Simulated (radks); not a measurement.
# Sm⁴⁺ in [Kr] 4d10 4f4 5s1.75 5p6 5f0.25: an all-electron calculation

Wanted: eigenvalues, radial structure and energy terms of the samarium ion Sm4+.

Program: radks (a radial shooting solver on a logarithmic mesh, Libxc functionals) version 1. Level of theory: scalar-relativistic Kohn-Sham, MS2 meta-GGA, spin-polarised, spherical densities, finite nucleus; open shells are filled with parallel spins first. These are calculated values, not measurements, unless marked.

## Step 1: The atom as given

| Quantity | Value |
| --- | --- |
| element | samarium (Z = 62) |
| charge | +4 |
| electrons | 58 |
| configuration | [Kr] 4d10 4f4 5s1.75 5p6 5f0.25 |
| nuclear rms radius | 5.0819 fm |

## Step 2: The calculation

Input:

```text
Z 62
configuration [Kr] 4d10 4f4 5s1.75 5p6 5f0.25
relativity scalar-relativistic
functional ms2,regtpss
spin polarised
nucleus finite rms 5.0819 fm
c 137.035999084
```

Command:

```console
$ python run_ks.py task.json out
```

This one command runs every case of the session in turn.

Q: Predict the outcome of this run.

As calculated:

| quantity | value |
| --- | --- |
| total energy | -10422.6863 hartree |
| exchange-correlation share of it | 2.23 % |
| −T/E | 1.0689 |
| highest occupied level | 5f up, -17.418 eV |
| most extended occupied level | 5f up, <r> = 3.58 bohr |
| radius at density 0.001 e/bohr³ | 3.36 bohr |
| maxima of the radial density | 4 |

The radial density shows 4 maxima for 5 occupied principal shells; where shells overlap, one shows as a shoulder or not at all. −T/E is 1.069: with relativity the kinetic term as defined here no longer equals −E. This is not the tabulated ground configuration, so its levels and sizes aren't those of the ground state, and no measured value stands beside it.
